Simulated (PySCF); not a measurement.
# C₅H₁₀F₂Ge: circular dichroism and optical rotation

What do calculations give for the circular dichroism and optical rotation of C₅H₁₀F₂Ge (`F[C@@H]1CC[CH2][Ge@@H]([F])[CH2]1`)?

Computed with PySCF 2.14.0 and routines of our own; the level stands in each step. Atoms count from 0.

## (1) The starting structure

18 atoms, charge 0, multiplicity 1; geometry from: GFN2-xTB.

## (2) Circular dichroism and optical rotation: TDDFT CAM-B3LYP/def2-SVPD

What the job is given:

```
{"job": {"kind": "ecd", "xc": "CAM-B3LYP", "basis": "def2-SVPD", "nstates": 16}, "charge": 0, "multiplicity": 1}
F     -0.002408    -1.189370    -1.698577
C     -0.422825    -1.402707    -0.387380
C     -1.444827    -0.323378    -0.022529
C     -1.040671     1.087449    -0.457984
C      0.176759     1.635930     0.283252
Ge     1.685469     0.358525     0.106877
F      2.825808     0.639145     1.433186
C      0.827540    -1.393104     0.475561
H     -0.899609    -2.392678    -0.389963
H     -1.599299    -0.355365     1.057664
H     -2.391808    -0.569021    -0.508622
H     -0.840011     1.075782    -1.530583
H     -1.892106     1.752803    -0.291045
H      0.424032     2.628861    -0.091137
H     -0.046640     1.733310     1.348668
H      2.611678     0.439144    -1.084893
H      1.460439    -2.241466     0.218062
H      0.559719    -1.477543     1.527788
```

Level: TDDFT CAM-B3LYP/def2-SVPD circular dichroism and optical rotation, one conformer, gas phase.

Command:

```sh
$ OMP_NUM_THREADS=1 python excited_run.py task.json out
```

This one command runs all jobs of the session in turn.

What it wrote:

```text
coarse grid: 68640 points
cycle   1  E = -2472.5938010459  dE =  2.793e-01  |g| = 8.501e-01  |ddm| = 6.065e+00
cycle   2  E = -2472.5203357538  dE =  7.347e-02  |g| = 1.156e+00  |ddm| = 2.129e+00
cycle   3  E = -2472.7173352377  dE = -1.970e-01  |g| = 1.054e-01  |ddm| = 1.060e+00
cycle   4  E = -2472.7190608270  dE = -1.726e-03  |g| = 4.479e-02  |ddm| = 1.737e-01
cycle   5  E = -2472.7194022490  dE = -3.414e-04  |g| = 7.530e-03  |ddm| = 5.161e-02
cycle   6  E = -2472.7194110960  dE = -8.847e-06  |g| = 3.602e-03  |ddm| = 1.278e-02
cycle   7  E = -2472.7194132883  dE = -2.192e-06  |g| = 5.720e-04  |ddm| = 4.093e-03
final grid: 146008 points
cycle   8  E = -2472.7193992283  dE = -1.487e-07  |g| = 5.529e-04  |ddm| = 8.649e-03
cycle   9  E = -2472.7193992083  dE =  1.995e-08  |g| = 6.779e-04  |ddm| = 1.385e-03
cycle  10  E = -2472.7193992758  dE = -6.750e-08  |g| = 5.219e-05  |ddm| = 5.983e-04
cycle  11  E = -2472.7193992763  dE = -4.966e-10  |g| = 1.480e-05  |ddm| = 1.054e-04
converged SCF energy = -2472.7193992763

Singlet excitations and rotatory strengths (1e-40 esu^2 cm^2)
state   eV       nm     f(len)   f(vel)    R(len)    R(vel)   main configurations
  1   7.2499   171.0  0.00151  0.00157    -9.038    -9.053   H->L 0.64, H->L+1 0.26
  2   7.7766   159.4  0.00719  0.00842    12.331    12.339   H->L+1 0.62, H->L 0.26
  3   7.9612   155.7  0.00275  0.00278    11.562    11.210   H-1->L 0.51, H-1->L+1 0.20, H->L+2 0.16
  4   8.0512   154.0  0.00689  0.00811     5.513     5.915   H->L+2 0.69, H-1->L+1 0.18
  5   8.3344   148.8  0.08796  0.09307    22.184    21.466   H->L+3 0.86
  6   8.5888   144.4  0.03430  0.03329     5.617     5.703   H-1->L+1 0.39, H-1->L 0.27
  7   8.7182   142.2  0.04230  0.04227   -23.203   -22.474   H-1->L+2 0.60
  8   8.8386   140.3  0.01532  0.01587   -14.146   -14.445   H->L+5 0.34, H->L+6 0.28, H->L+4 0.15
  9   8.9020   139.3  0.04067  0.04067   -43.403   -43.701   H->L+6 0.52, H->L+4 0.21, H->L+5 0.10
 10   8.9408   138.7  0.03895  0.03879   -13.747   -13.346   H->L+4 0.41, H-2->L 0.19, H->L+5 0.17
 11   9.0222   137.4  0.15253  0.15759     8.558     7.864   H-1->L+3 0.55, H-2->L 0.16
 12   9.1596   135.4  0.09348  0.09619    -7.578    -5.440   H-2->L 0.18, H-3->L 0.16, H->L+5 0.15
 13   9.2286   134.3  0.00244  0.00280    -2.741    -3.852   H-3->L 0.64
 14   9.3354   132.8  0.01669  0.01614     0.644     0.507   H-4->L 0.28, H->L+7 0.22, H-2->L 0.13
 15   9.4211   131.6  0.03276  0.03073    28.865    27.965   H->L+9 0.31, H-1->L+5 0.14, H-1->L+2 0.10
 16   9.4795   130.8  0.00737  0.00625     6.606     6.937   H->L+7 0.31, H-4->L 0.24, H-1->L+4 0.12

Specific rotation (deg / (dm g/mL))
    nm     length   length(OI)   velocity    alpha(len)  alpha(vel)
  633.0      -3.13      -3.20      -5.28       85.458     85.097
  589.3      -3.63      -3.71      -6.12       85.725     85.364
  546.0      -4.24      -4.34      -7.17       86.058     85.698
  436.0      -6.77      -6.92     -11.48       87.434     87.076
  405.0      -7.89      -8.07     -13.43       88.058     87.702
  365.0      -9.80     -10.02     -16.77       89.141     88.787
  355.0     -10.39     -10.62     -17.80       89.478     89.125
```

Wall time 5 min (1 thread of Arm Neoverse V2, shared host); peak memory 1.3 GiB.

## (3) Summary of results

| quantity | value |
| --- | --- |
| state of largest rotatory strength (velocity form) among 16 (step 2, TDDFT CAM-B3LYP/def2-SVPD) | 8.90 eV, R = -43.7 (velocity), -43.4 (length) ·10⁻⁴⁰ esu² cm² |
| specific rotation at 633.0 nm (step 2, TDDFT CAM-B3LYP/def2-SVPD) | -5.3 (velocity), -3.1 (length) |

Steps that list no spin-orbit terms leave them out, which matters at and beside the heavy atoms. Rotations belong to one conformer. The length form depends on the origin in a finite basis.
